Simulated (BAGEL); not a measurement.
**HF/STO-3G (density fitting with cc-pvqz-jkfit) run of AlF3 (SMILES F[Al](F)F)**

What is the vertical singlet–triplet gap of AlF3 at HF/STO-3G (density fitting with cc-pvqz-jkfit)? 

The results are computed with BAGEL 1.2.2.

2 further runs of the same task are left out: 1 that didn't finish, 1 set aside as unsound or not needed.

### Step 1. Starting point

AlF3: 4 atoms, total charge 0, spin state singlet. SMILES: `F[Al](F)F`. The coordinates come from a PBE0-D4/def2-TZVP relaxation.

Bond lengths: F1–Al2 1.629 Å, Al2–F3 1.629 Å, Al2–F4 1.629 Å. Angles: F1–Al2–F3 120.0°, F1–Al2–F4 120.0°, F3–Al2–F4 120.0°.

### Step 2. A single-point energy at HF/STO-3G (density fitting with cc-pvqz-jkfit)

hf.json reads:

```json
{ "bagel" : [

{
  "title" : "molecule",
  "basis" : "sto-3g",
  "df_basis" : "cc-pvqz-jkfit",
  "angstrom" : true,
  "geometry" : [
    { "atom" : "F", "xyz" : [       0.859410,      -0.722590,       1.180170 ] },
    { "atom" : "Al", "xyz" : [       0.000000,      -0.000010,       0.000000 ] },
    { "atom" : "F", "xyz" : [      -1.440740,      -0.612530,      -0.450110 ] },
    { "atom" : "F", "xyz" : [       0.581330,       1.335130,      -0.730040 ] }
  ]
},

{
  "title" : "hf"
},

{
  "title" : "print",
  "file" : "orbitals.molden",
  "orbitals" : true
}

]}
```

Started as:

```console
$ BAGEL_NUM_THREADS=1 BAGEL hf.json > hf.out
```

The program printed:

```text
* using 1 threads per process

  ===============================================================
  ===============================================================

  *** Geometry ***

  { "atom" : "F", "xyz" : [      1.624050,     -1.365497,      2.230198 ] },
  { "atom" : "Al", "xyz" : [      0.000000,     -0.000019,      0.000000 ] },
  { "atom" : "F", "xyz" : [     -2.722604,     -1.157514,     -0.850585 ] },
  { "atom" : "F", "xyz" : [      1.098554,      2.523030,     -1.379576 ] },

  Number of auxiliary basis functions:      466

  Since a DF basis is specified, we compute 2- and 3-index integrals:
    o Being stored without compression. Storage requirement is 0.002 GB

  Number of basis functions:       24
  Number of electrons      :       40

    * METHOD: MOLECULE                             0.09

  *** RHF ***

  === Nuclear Repulsion ===
   159.6005261539

      * DIIS with orbital gradients will be used.

  === RHF iteration (sto-3g) ===
      0       -533.12304342          0.02389531           0.01
      1       -533.24513802          0.00406532           0.01
      2       -533.24779673          0.00068179           0.01
      3       -533.24796302          0.00014628           0.01
      4       -533.24797136          0.00002746           0.01
      5       -533.24797162          0.00000329           0.01
      6       -533.24797162          0.00000047           0.01
      7       -533.24797162          0.00000003           0.01
      8       -533.24797162          0.00000001           0.01
    * SCF iteration converged.

    * Permanent dipole moment:
           (    0.000003,     0.000040,     0.000017) a.u.

    * METHOD: HF                                   0.10

    * METHOD: PRINT                                0.00

  ===============================================================
```

Run time: 0.44 s. Hardware: 1 thread of Intel Xeon 6975P-C (Granite Rapids), shared host; peak memory 0.081 GiB.

### Step 3. The triplet

calc.json reads:

```json
{ "bagel": [

{
  "title": "molecule",
  "basis": "sto-3g",
  "df_basis": "cc-pvqz-jkfit",
  "angstrom": "true",
  "geometry": [
    { "atom": "F", "xyz": [       0.859410,      -0.722590,       1.180170 ] },
    { "atom": "Al", "xyz": [       0.000000,      -0.000010,       0.000000 ] },
    { "atom": "F", "xyz": [      -1.440740,      -0.612530,      -0.450110 ] },
    { "atom": "F", "xyz": [       0.581330,       1.335130,      -0.730040 ] }
  ]
},

{
  "title": "uhf",
  "nopen": 2
},

{
  "title": "print",
  "file": "orbitals.molden",
  "orbitals": "true"
}

]}
```

Started as:

```console
$ BAGEL_NUM_THREADS=1 BAGEL calc.json > calc.out
```

The program printed:

```text
* using 1 threads per process

  ===============================================================
  ===============================================================

  *** Geometry ***

  { "atom" : "F", "xyz" : [      1.624050,     -1.365497,      2.230198 ] },
  { "atom" : "Al", "xyz" : [      0.000000,     -0.000019,      0.000000 ] },
  { "atom" : "F", "xyz" : [     -2.722604,     -1.157514,     -0.850585 ] },
  { "atom" : "F", "xyz" : [      1.098554,      2.523030,     -1.379576 ] },

  Number of auxiliary basis functions:      466

  Since a DF basis is specified, we compute 2- and 3-index integrals:
    o Being stored without compression. Storage requirement is 0.002 GB

  Number of basis functions:       24
  Number of electrons      :       40

    * METHOD: MOLECULE                             0.09

  *** Open-shell HF ***

  === Nuclear Repulsion ===
   159.6005261539

      * DIIS with orbital gradients will be used.

  === UHF iteration (sto-3g) ===
      0       -532.78993147          0.02686659           0.02
      1       -532.83421068          0.00251515           0.02
      2       -532.83498882          0.00027664           0.02
      3       -532.83507788          0.00014414           0.02
      4       -532.83509364          0.00007042           0.02
      5       -532.83509602          0.00000719           0.02
      6       -532.83509607          0.00000251           0.02
      7       -532.83509607          0.00000357           0.02
      8       -532.83509607          0.00000153           0.02
      9       -532.83509607          0.00000046           0.02
     10       -532.83509607          0.00000042           0.02
     11       -532.83509607          0.00000039           0.02
     12       -532.83509607          0.00000038           0.02
     13       -532.83509607          0.00000032           0.02
     14       -532.83509607          0.00000020           0.02
     15       -532.83509606          0.00000014           0.02
     16       -532.83509606          0.00000012           0.02
     17       -532.83509606          0.00000012           0.02
     18       -532.83509606          0.00000012           0.02
     19       -532.83509606          0.00000013           0.02
     20       -532.83509606          0.00000013           0.02
     21       -532.83509607          0.00000013           0.02
     22       -532.83509606          0.00000013           0.02
     23       -532.83509606          0.00000013           0.02
     24       -532.83509606          0.00000013           0.02
     25       -532.83509607          0.00000012           0.02
     26       -532.83509607          0.00000009           0.02
     27       -532.83509607          0.00000008           0.02
     28       -532.83509607          0.00000008           0.02
     29       -532.83509607          0.00000008           0.02
     30       -532.83509607          0.00000007           0.02
     31       -532.83509607          0.00000007           0.02
     32       -532.83509607          0.00000006           0.02
     33       -532.83509607          0.00000006           0.02
     34       -532.83509607          0.00000006           0.02
     35       -532.83509607          0.00000006           0.02
     36       -532.83509607          0.00000006           0.02
     37       -532.83509607          0.00000005           0.02
     38       -532.83509607          0.00000006           0.02
     39       -532.83509607          0.00000005           0.02
     40       -532.83509607          0.00000005           0.02
     41       -532.83509607          0.00000005           0.02
     42       -532.83509607          0.00000006           0.02
     43       -532.83509607          0.00000004           0.02
     44       -532.83509607          0.00000004           0.02
     45       -532.83509607          0.00000002           0.02
     46       -532.83509607          0.00000001           0.02
    * SCF iteration converged.

    * S^2 (UHF) is 2.0136

    * Permanent dipole moment:
           (   -0.000791,     0.001068,     0.001218) a.u.

    * METHOD: UHF                                  0.81

    * METHOD: PRINT                                0.00

  ===============================================================
```

Run time: 1.2 s. Hardware: 1 thread of Intel Xeon 6975P-C (Granite Rapids), shared host; peak memory 0.081 GiB.

### Step 4. What came out

Level: HF/STO-3G (density fitting with cc-pvqz-jkfit).

| quantity | value |
| --- | --- |
| singlet: total energy | -533.24797 Eh |
| singlet: dipole moment | 0.00 D |
| singlet: HOMO energy | -10.29 eV |
| singlet: LUMO energy | 10.05 eV |
| singlet: HOMO–LUMO gap | 20.34 eV |
| triplet: total energy | -532.83510 Eh |
| triplet: dipole moment | 0.00 D |
| triplet: ⟨S²⟩ | 2.014 |
| vertical energy of the triplet above the singlet | 11.235 eV |

What this shows: At this shape the triplet lies 11.23 eV (259 kcal/mol) above the singlet. In a minimal basis such a difference can be off by several eV, whatever the method.
